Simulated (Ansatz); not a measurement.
## OSi: the interaction energy of a dimer with the counterpoise correction, step by step

Computed with Ansatz's Python interface.

The cells in order, each with its output:

In [1]:
```python
import ansatz as az
```

In [2]:
```python
FIRST = [
    ("Si", (0.0, 0.0, -0.8575)),
    ("O", (0.0, 0.0, 0.8575)),
]
SECOND = [
    ("Si", (1.7183, -2.9856, -3.6738)),
    ("O", (1.5744, -2.6364, -2.0009)),
]
```

In [3]:
```python
def energy(atoms, ghosts=()):
    molecule = az.Crystal.molecule()
    for symbol, xyz in atoms:
        molecule = molecule.atom(symbol, xyz)
    calc = (
        molecule.calculation()
        .basis(gaussian="cc-pVDZ")
        .functional("pbe0")
    )
    deck = calc.input()
    if ghosts:
        deck = deck.set(az.key.basis.gaussian.ghost_atoms, [{"symbol": s, "position_ang": list(xyz)} for s, xyz in ghosts])
    return az.Session.from_dict(deck).plan().execute().report["free_energy_ev"]
```

In [4]:
```python
both = energy(FIRST + SECOND)
alone = energy(FIRST) + energy(SECOND)
ghosted = energy(FIRST, SECOND) + energy(SECOND, FIRST)
print(f"dimer {both:.6f} eV")
print(f"interaction, uncorrected   {23.060548 * (both - alone):8.3f} kcal/mol")
print(f"interaction, counterpoise  {23.060548 * (both - ghosted):8.3f} kcal/mol")
print(f"basis-set superposition    {23.060548 * (alone - ghosted):8.3f} kcal/mol")
```
```text
dimer -19836.493503 eV
interaction, uncorrected     -4.301 kcal/mol
interaction, counterpoise    -2.793 kcal/mol
basis-set superposition       1.508 kcal/mol
```

Uncorrected it is -4.301 kcal/mol, with the counterpoise correction -2.793 kcal/mol; the difference, 1.51 kcal/mol, is the superposition error.

Notes:
- Total energies depend on the basis set; only differences at equal settings carry meaning.
- The dimer is a generated trial pose of unrelaxed monomers, not a minimum, so the figure is no binding energy, and the basis set is small.
- This level lacks the dispersion part of the attraction (electrostatics and induction are there), which can decide the sign where the interaction is weak.
- The spin state was assumed, and another may lie lower.
- The whole script took 3.4 s on 1 thread of Arm Neoverse V2, on a shared host, peak memory 0.17 GiB.

(Lines on the test bed's own set-up are left out of the output.)
